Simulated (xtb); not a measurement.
# C2H6PSi− (SMILES C=C[P-][SiH3]): GFN-FF

Aim: a structure relaxation of C2H6PSi−. 

The calculation is run with xtb 6.7.1 later snapshot.

4 further runs of the same task are left out: 4 set aside as unsound or not needed.

## 1. Starting point

C2H6PSi− has 10 atoms, charge -1, and is taken as a singlet. SMILES: `C=C[P-][SiH3]`. All atoms were displaced at random from a relaxed shape. The run starts from this shape.

Bond lengths: C1–C2 1.311 Å, C2–P3 1.775 Å, P3–Si4 2.185 Å, C1–H5 1.053 Å, C1–H6 1.192 Å, C2–H7 1.071 Å, Si4–H8 1.442 Å, Si4–H9 1.509 Å, Si4–H10 1.545 Å. Some angles: C1–C2–P3 136.7°, C2–P3–Si4 98.2°, C1–C2–H7 118.8°, P3–C2–H7 103.7°, C2–C1–H5 132.5°, C2–C1–H6 121.3°, P3–Si4–H8 124.1°, P3–Si4–H9 106.2°, P3–Si4–H10 116.3°, H5–C1–H6 106.0°.

## 2. A structure relaxation at GFN-FF

The input, geom.xyz:

```xyz
10

C     -0.60692000     0.64878000    -1.40898000
C      0.62881000     0.85906000    -1.02559000
P      1.61298000     0.51116000     0.41046000
Si     0.23920000    -0.86665000     1.40369000
H     -1.14220000     0.92859000    -2.27206000
H     -1.34370000    -0.03858000    -0.77294000
H      1.23347000     1.54085000    -1.58746000
H     -0.31618000    -2.04341000     0.78289000
H      0.96585000    -1.38045000     2.62239000
H     -1.04133000    -0.24268000     2.00290000
```

Launch:

```console
$ xtb geom.xyz --gff -o normal --chrg -1 --parallel 1 | tee geom.out
```

**Question.** What will come out? Wanted: steric energy; dispersion energy.

Answer, from the run:

At GFN-FF:

| quantity | value |
| --- | --- |
| steric energy (arbitrary zero) | -2.35065 Eh |
| dispersion energy | -14.40 kJ/mol |

At the final geometry: Bond lengths: C1–C2 1.319 Å, C2–P3 1.750 Å, P3–Si4 2.241 Å, C1–H5 1.086 Å, C1–H6 1.083 Å, C2–H7 1.083 Å, Si4–H8 1.469 Å, Si4–H9 1.468 Å, Si4–H10 1.469 Å. Some angles: C1–C2–P3 122.2°, C2–P3–Si4 141.8°, C1–C2–H7 121.8°, P3–C2–H7 116.0°, C2–C1–H5 122.2°, C2–C1–H6 121.4°, P3–Si4–H8 117.9°, P3–Si4–H9 115.1°, P3–Si4–H10 117.0°, H5–C1–H6 116.4°. The optimisation took 19 steps and changed the energy by -0.706 eV.
